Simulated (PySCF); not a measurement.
# CH6AlClFN: the cost of one run

Computed with PySCF 2.14.0, with density-fitted response routines of our own, on a single molecule in the gas phase. Atoms are numbered from 0 throughout.

## Step 1: The molecule as given

11 atoms, charge 0, multiplicity 1; geometry from: GFN2-xTB. The atoms were then displaced at random by about 0.01 Å, so the start is not that level's minimum.

Bonds of the start (Å): C0–Al1 2.02, Al1–N2 2.13, Al1–F3 1.66, Al1–Cl4 2.04, C0–H5 1.07, C0–H6 1.08, C0–H7 1.10, N2–H8 1.00, N2–H9 1.03, N2–H10 1.00.

## Step 2: Optimising the geometry at PBE0-D3(BJ)/def2-SVP

What the job is given:

```
{"job": {"xc": "PBE0", "basis": "def2-SVP", "d3": "d3bj", "grid": 1, "shake": 0.01, "kind": "geom"}, "charge": 0, "multiplicity": 1}
C      1.669470    -0.408150     0.087870
Al     0.125800     0.867910    -0.188690
N     -1.577780    -0.383360     0.046890
F     -0.291350     1.198730    -1.764600
Cl    -0.260830     2.327340     1.187910
H      1.658060    -0.832460     1.073630
H      1.664320    -1.199430    -0.641740
H      2.629010     0.124490    -0.027980
H     -2.371550     0.204870    -0.122830
H     -1.682880    -0.813720     0.976150
H     -1.524170    -1.112040    -0.642280
```

On the command line:

```bash
$ OMP_NUM_THREADS=1 python probes_run.py task.json out
```

This one command runs all jobs of the session in turn.

**Question.** How long does this first job take on 1 thread of Arm Neoverse N1, shared host, and how much memory does it need?

About 58 s, with a peak of 0.46 GiB.
